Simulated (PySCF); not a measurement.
# LuCl3(H2O): other functionals and bases at one geometry

An exercise on one series of results from a longer session: the logs are not shown, and one member is left open.

The runs use PySCF 2.14.0; several levels, as the steps say, no spin–orbit coupling.

3 further runs of the same task are left out: 2 for a known fault of the program, 1 that didn't finish.

### The starting structure

7 atoms, charge 0, spin multiplicity 1.

Bond lengths: Lu1–Cl2 2.443 Å, Lu1–Cl3 2.440 Å, Lu1–Cl4 2.443 Å, Lu1–O5 2.302 Å, O5–H6 0.978 Å, O5–H7 0.978 Å. Angles: Cl2–Lu1–Cl3 116.8°, Cl2–Lu1–Cl4 120.7°, Cl2–Lu1–O5 96.8°, Cl3–Lu1–Cl4 116.8°, Cl3–Lu1–O5 100.8°, Cl4–Lu1–O5 96.8°, Lu1–O5–H6 125.8°, Lu1–O5–H7 125.8°, H6–O5–H7 107.6°.

Geometry (Å):

```csv
atom,x (Å),y (Å),z (Å)
Lu1,0.0175,-0.0131,0.0131
Cl2,1.1533,1.7804,1.2212
Cl3,-1.7197,-1.2243,1.2243
Cl4,1.1533,-1.2212,-1.7804
O5,-1.2620,1.3399,-1.3399
H6,-1.6464,2.2023,-1.0866
H7,-1.6464,1.0866,-2.2023
```

Formal oxidation states: Lu +3. Each metal's 14 4f electrons lie in its core potential, so multiplicities, spins and levels count the valence alone. An earlier session relaxed this geometry at BP86, Lu lcecp-1-SVP with ECP60, Cl def2-SVP, O def2-SVP, H def2-SVP (singlet, point group Cs).

At BP86 on the finer grid: E = -1497.023182 Eh, HOMO -7.11 eV, LUMO -2.13 eV, Mulliken charge on Lu1 +0.61 e, largest force component 0.004 eV/Å. 

Levels to run: PBE0; B3LYP; TPSS; BLYP; BP86, TZVP. Hardware: 2 threads of Intel Xeon Platinum 8488C (Sapphire Rapids), shared host.

Set-up of the first run:

run.py (the lines that set the calculation) reads:

```python
mol = gto.M(atom='''
Lu     0.01750    -0.01313     0.01313
Cl     1.15325     1.78043     1.22121
Cl    -1.71969    -1.22426     1.22426
Cl     1.15325    -1.22121    -1.78043
O     -1.26201     1.33988    -1.33988
H     -1.64644     2.20231    -1.08657
H     -1.64644     1.08657    -2.20231''',
    basis={'Lu': 'lcecp-1-SVP', 'Cl': 'def2-SVP', 'O': 'def2-SVP', 'H': 'def2-SVP'},
    ecp={'Lu': 'lcecp-1-SVP'},
    charge=0, spin=0)
mf = dft.RKS(mol, xc='PBE0')
mf.grids.atom_grid = (75, 302)  # f atoms: unpruned, at least (60, 302)
mf = mf.density_fit()  # fitting sets: Lu AutoAux, Cl def2-universal-JKFIT, O def2-universal-JKFIT, H def2-universal-JKFIT
mf.conv_tol = 1e-08; mf.max_cycle = 55
mf.kernel(dm0)  # dm0: the density of the relaxed state
```

On the command line:

```console
$ OMP_NUM_THREADS=2 python run.py
```

Among the steps run: PBE0; B3LYP; TPSS; BLYP; BP86, TZVP.

One of the session's tables, all rows but one given; the rest of the session is left out.

| level | HOMO (eV) | gap (eV) | charge on Lu1 (e) | dipole (D) | largest force component (eV/Å) |
| --- | --- | --- | --- | --- | --- |
| BP86 (relaxed here) | -7.11 | 4.99 | 0.61 | 6.19 | 0.00 |
| PBE0 | ? | ? | ? | ? | ? |
| B3LYP | -8.07 | 6.36 | 0.70 | 6.25 | 0.34 |
| TPSS | -7.19 | 5.22 | 0.75 | 6.23 | 0.07 |
| BLYP | -6.77 | 4.57 | 0.55 | 6.14 | 0.14 |
| BP86, TZVP | -7.29 | 4.89 | 1.20 | 6.15 | 0.24 |

Estimate the missing values for PBE0.

**Answer.** HOMO (eV): -8.44; gap (eV): 7.05; charge on Lu1 (e): 0.80; dipole (D): 6.29; largest force component (eV/Å): 0.49. In the column «HOMO (eV)» it is the lowest.

In one basis the HOMO–LUMO gap runs from 4.57 eV (BLYP) to 7.05 eV (PBE0). The largest leftover force, 0.49 eV/Å with PBE0, stands at a geometry relaxed at another level. With 4f in the core, its levels are missing from HOMO and gap, and its count is fixed, so no charge can pass from the ligands into it. Total energies of different levels can't be compared.
